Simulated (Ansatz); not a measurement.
**ClGeH5OSi: one species, many methods**

The task here is to estimate one member of a computed series from the others.

Program: Ansatz 0.2.0, Gaussian basis. Level of theory: functionals in def2-TZVPP, the program's frozen cores in correlated methods. These are calculated values, not measurements.

Plan: LDA (SPW92), PBE-D4, revPBE-D4, BLYP-D4, r2SCAN-D4, B97M-V, PBE0-D4, B3LYP-D4, r2SCANh-D4, r2SCAN0-D4, HSE06-D4, BHLYP-D4, CAM-B3LYP-D4, LC-ωPBE, ωB97X-V, ωB97M-V, B2PLYP, PBE-QIDH; CCSD(T)/def2-SVP; CCSD(T)/def2-TZVPP; MP2/def2-QZVPP; extrapolation to the limit; RPA on PBE.

## Structure used throughout

The geometry comes from an earlier relaxation with PBE0-D4 in a triple-zeta def2 set; it is a stationary point, not always the lowest conformer.

SMILES `Cl[SiH2][O][GeH3]`, 9 atoms, charge 0, spin multiplicity 1.

Atoms are counted from 1 here; the program's logs count them from 0.

Bond lengths: Cl1–Si2 2.062 Å, Si2–O3 1.616 Å, Si2–H5 1.481 Å, Si2–H6 1.477 Å, O3–Ge4 1.786 Å, Ge4–H7 1.536 Å, Ge4–H8 1.533 Å, Ge4–H9 1.532 Å. Angles: Cl1–Si2–O3 110.4°, Cl1–Si2–H5 106.0°, Cl1–Si2–H6 107.7°, O3–Si2–H5 111.6°, O3–Si2–H6 109.0°, H5–Si2–H6 111.9°, Si2–O3–Ge4 134.9°, O3–Ge4–H7 108.2°, O3–Ge4–H8 107.8°, O3–Ge4–H9 104.8°, H7–Ge4–H8 111.6°, H7–Ge4–H9 111.9°, H8–Ge4–H9 112.1°.

Set-up of the first run:

Contents of in.yaml:

```yaml
crystal:
  periodic: [false, false, false]
  atoms:
    - {symbol: Cl, position_ang: [-0.842882, 0.649663, -2.300333]}
    - {symbol: Si, position_ang: [0.216626, 1.369163, -0.684205]}
    - {symbol: O, position_ang: [-0.031295, 0.436951, 0.612245]}
    - {symbol: Ge, position_ang: [-0.137356, -1.322440, 0.898123]}
    - {symbol: H, position_ang: [1.640241, 1.366846, -1.093954]}
    - {symbol: H, position_ang: [-0.272078, 2.733470, -0.396862]}
    - {symbol: H, position_ang: [0.986796, -2.005334, 0.104068]}
    - {symbol: H, position_ang: [-1.521893, -1.789950, 0.434249]}
    - {symbol: H, position_ang: [0.050338, -1.484669, 2.409568]}
basis:
  gaussian: {orbitals: def2-TZVPP}
hamiltonian: {xc: lda}
output: {orbitals: {seedname: orbitals}}
```

Started as:

```console
$ ansatz run in.yaml --threads 2 --pin off --events-out ev --progress --plain --max-ram 32768MiB --backend cpu
```

Steps of the session up to this table: LDA; PBE-D4 (GGA); revPBE-D4 (GGA); BLYP-D4 (GGA); r2SCAN-D4 (meta-GGA); B97M-V (meta-GGA); PBE0-D4 (hybrid); B3LYP-D4 (hybrid); r2SCANh-D4 (hybrid); r2SCAN0-D4 (hybrid); HSE06-D4 (hybrid); BHLYP-D4 (hybrid); CAM-B3LYP-D4 (range-separated); LC-ωPBE (range-separated); ωB97X-V (range-separated); ωB97M-V (range-separated); B2PLYP (double hybrid); PBE-QIDH (double hybrid).

One table of the session follows, with a row left open; its other results are not shown here.

It belongs to the step «Orbital energies across the functionals». 

| functional | HOMO (eV) | gap (eV) |
| --- | --- | --- |
| LDA (SPW92) | ? | ? |
| PBE-D4 | -7.19 | 6.10 |
| revPBE-D4 | -7.16 | 6.20 |
| BLYP-D4 | -7.09 | 6.13 |
| r2SCAN-D4 | -7.54 | 6.80 |
| B97M-V | -7.66 | 6.75 |
| PBE0-D4 | -8.58 | 8.38 |
| B3LYP-D4 | -8.37 | 7.94 |
| r2SCANh-D4 | -8.05 | 7.61 |
| r2SCAN0-D4 | -8.82 | 8.82 |
| HSE06-D4 | -8.18 | 7.61 |
| BHLYP-D4 | -9.90 | 10.61 |
| CAM-B3LYP-D4 | -9.97 | 10.79 |
| LC-ωPBE | -11.33 | 13.36 |
| ωB97X-V | -11.00 | 12.86 |
| ωB97M-V | -10.83 | 12.43 |

**Question.** Estimate the row for LDA (SPW92).

As computed: HOMO (eV): -7.25; gap (eV): 5.87. In the column «HOMO (eV)» it lies between r2SCAN-D4 (-7.54) and PBE-D4 (-7.19).
